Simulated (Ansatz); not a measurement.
# SrB6: the cost of one run

Method: DFT PBEsol, scalar-relativistic, plane waves, PAW, in Ansatz 0.2.0.

The COD entry's cell or inner coordinates are ideal or old and differ from later refinements, so a difference from it is no clean test against experiment.

**1. The structure to begin with**

The structure is cubic, space group Pm-3m (No. 221). The conventional cell has a = 4.190 Å, b = 4.190 Å, c = 4.190 Å, α = 90.00°, β = 90.00°, γ = 90.00°. Sr (site symmetry m-3m) has 24 B at 3.09 Å as nearest neighbours. B (site symmetry 4mm) is surrounded by 5 B at 1.73 to 1.74 Å.

Structure file:

```cif
data_structure
_symmetry_space_group_name_H-M 'P 1'
_symmetry_Int_Tables_number 1
_cell_length_a 4.1900
_cell_length_b 4.1900
_cell_length_c 4.1900
_cell_angle_alpha 90.000
_cell_angle_beta 90.000
_cell_angle_gamma 90.000
_cell_volume 73.56
loop_
_atom_site_label
_atom_site_type_symbol
_atom_site_fract_x
_atom_site_fract_y
_atom_site_fract_z
_atom_site_occupancy
Sr1 Sr 0.00000 0.00000 0.00000 1
B1 B 0.50000 0.50000 0.20700 1
B2 B 0.50000 0.50000 0.79300 1
B3 B 0.20700 0.50000 0.50000 1
B4 B 0.79300 0.50000 0.50000 1
B5 B 0.50000 0.20700 0.50000 1
B6 B 0.50000 0.79300 0.50000 1
```

The structure comes from the Crystallography Open Database.

(A quick probe on a coarse mesh, which set the mesh and smearing, is not shown.)

**3. A loose first relaxation**

Input file input.yaml:

```yaml
crystal:
  lattice:
    - [4.19, 0.0, 0.0]
    - [0.0, 4.19, 0.0]
    - [0.0, 0.0, 4.19]
  atoms:
    - { symbol: Sr, position: [0.0, 0.0, 0.0] }
    - { symbol: B, position: [0.5, 0.5, 0.207] }
    - { symbol: B, position: [0.5, 0.5, 0.793] }
    - { symbol: B, position: [0.207, 0.5, 0.5] }
    - { symbol: B, position: [0.793, 0.5, 0.5] }
    - { symbol: B, position: [0.5, 0.207, 0.5] }
    - { symbol: B, position: [0.5, 0.793, 0.5] }
basis:
  ecutwfc: 420
kpoints:
  mp_grid: { grid: [6, 6, 6] }
hamiltonian:
  xc: pbesol
scf:
  occupations: { method: gaussian, width: 0.1 }
output:
  forces: true
  stress: true
  eigenvalues: true
relax:
  adjacent_minimum: "off"
  f_tol: 0.05
  max_steps: 80
  cell: { stress_tol: 0.5 }
```

Started as:

```sh
$ ansatz run input.yaml --threads 2 --pin off --max-ram 5120MiB --backend cpu --events-out ev --progress --plain --runs-dir out
```

What time and memory should one allow on 2 threads of Arm Neoverse V2, shared host?

About 3.7 s, with a peak of 0.34 GiB.
